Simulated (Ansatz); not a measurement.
# BFH₅NSi: up Jacob's ladder to CCSD(T)

How much do the methods differ for BFH₅NSi? The plan is to run it at one geometry with functionals of several rungs and with coupled cluster, and see how far each lands from CCSD(T) at the basis-set limit for the atomisation energy.

Program: Ansatz 0.2.0, Gaussian basis. Level of theory: functionals in def2-TZVPP, the program's frozen cores in correlated methods. These are calculated values, not measurements.

The runs, in order: LDA (SPW92), PBE-D4, revPBE-D4, BLYP-D4, r2SCAN-D4, B97M-V, PBE0-D4, B3LYP-D4, r2SCANh-D4, r2SCAN0-D4, HSE06-D4, BHLYP-D4, CAM-B3LYP-D4, LC-ωPBE, ωB97X-V, ωB97M-V, B2PLYP, PBE-QIDH; CCSD(T)/def2-SVP; CCSD(T)/def2-TZVPP; MP2/def2-QZVPP; extrapolation to the limit; RPA on PBE.

## 1. The geometry

The geometry comes from an earlier relaxation with PBE0-D4 in a triple-zeta def2 set; it is a stationary point, not always the lowest conformer.

SMILES `NB(F)[SiH3]`, 9 atoms, charge 0, spin multiplicity 1.

Atoms are counted from 1 here; the program's logs count them from 0.

Bond lengths: N1–B2 1.391 Å, N1–H5 1.008 Å, N1–H6 1.004 Å, B2–F3 1.343 Å, B2–Si4 2.031 Å, Si4–H7 1.489 Å, Si4–H8 1.489 Å, Si4–H9 1.491 Å. Angles: B2–N1–H5 122.6°, B2–N1–H6 122.9°, H5–N1–H6 114.5°, N1–B2–F3 117.7°, N1–B2–Si4 122.7°, F3–B2–Si4 119.6°, B2–Si4–H7 111.1°, B2–Si4–H8 111.2°, B2–Si4–H9 110.7°, H7–Si4–H8 107.8°, H7–Si4–H9 108.0°, H8–Si4–H9 108.0°.

## 2. LDA

This LDA is Slater exchange with PW92 correlation.

Input file in.yaml:

```yaml
crystal:
  periodic: [false, false, false]
  atoms:
    - {symbol: N, position_ang: [0.573750, 1.486291, -0.437476]}
    - {symbol: B, position_ang: [0.625213, 0.096376, -0.469445]}
    - {symbol: F, position_ang: [1.592837, -0.476349, -1.204614]}
    - {symbol: Si, position_ang: [-0.693105, -1.074014, 0.538471]}
    - {symbol: H, position_ang: [1.228100, 2.065449, -0.940358]}
    - {symbol: H, position_ang: [-0.115755, 1.994775, 0.086309]}
    - {symbol: H, position_ang: [-1.468532, -1.934978, -0.396991]}
    - {symbol: H, position_ang: [0.008292, -1.965654, 1.502935]}
    - {symbol: H, position_ang: [-1.662199, -0.238096, 1.304169]}
basis:
  gaussian: {orbitals: def2-TZVPP}
hamiltonian: {xc: lda}
output: {orbitals: {seedname: orbitals}}
```

Started as:

```bash
ansatz run in.yaml --threads 2 --pin off --events-out ev --progress --plain --max-ram 4352MiB
```

Further steps of the session: PBE-D4 (GGA); revPBE-D4 (GGA); BLYP-D4 (GGA); r2SCAN-D4 (meta-GGA); B97M-V (meta-GGA); PBE0-D4 (hybrid); B3LYP-D4 (hybrid); r2SCANh-D4 (hybrid); r2SCAN0-D4 (hybrid); HSE06-D4 (hybrid); BHLYP-D4 (hybrid); CAM-B3LYP-D4 (range-separated); LC-ωPBE (range-separated); ωB97X-V (range-separated); ωB97M-V (range-separated); B2PLYP (double hybrid); PBE-QIDH (double hybrid); CCSD(T) in def2-SVP; CCSD(T) in def2-TZVPP; MP2 in def2-QZVPP; RPA on PBE orbitals.

Q: Predict the results of all the runs planned. Wanted: atomisation energy, CCSD(T)/CBS; farthest beyond LDA; mean size of error, GGA; mean size of error, meta-GGA; mean size of error, hybrid; mean size of error, range-separated; mean size of error, double hybrid; gap, smallest and largest; T1 diagnostic.

The runs gave:

```
                               quantity                                                       value
        atomisation energy, CCSD(T)/CBS                                                   33.179 eV
    functionals within 0.166 eV (0.5 %)  BLYP-D4, r2SCAN-D4, PBE0-D4, r2SCANh-D4, HSE06-D4, LC-ωPBE
                    farthest beyond LDA                                        BHLYP-D4 (-0.651 eV)
                mean size of error, GGA                                                    0.316 eV
           mean size of error, meta-GGA                                                    0.149 eV
             mean size of error, hybrid                                                    0.244 eV
    mean size of error, range-separated                                                    0.222 eV
      mean size of error, double hybrid                                                    0.253 eV
              gap, smallest and largest                   5.79 eV (LDA (SPW92)), 13.15 eV (LC-ωPBE)
                          T1 diagnostic                                                      0.0130
triples share of the correlation energy                                                       3.3 %
```

What this shows: The LDA atomisation energy is off by 4.505 eV (14 %): it overbinds. PBE-D4 misses by +0.494 eV. Double hybrids carry the basis error of their MP2 part in triple zeta, and no dispersion term here, so their miss is partly the set-up's. Taken by rung, meta-GGA functionals do best (0.149 eV on average) and GGA ones worst beyond LDA (0.316 eV). The gap between the best rungs is small, so their order is not settled. The reference freezes the cores and leaves out relativity and excitations past (T), so misses under about 0.166 eV can't be ranked. Hartree-Fock recovers 74 % of the binding; the rest is correlation. CCSD(T) in def2-SVP is off by -1.886 eV, so the small basis spoils what the method gains. Orbital gaps span 5.8 to 13.1 eV; exact exchange widens them.
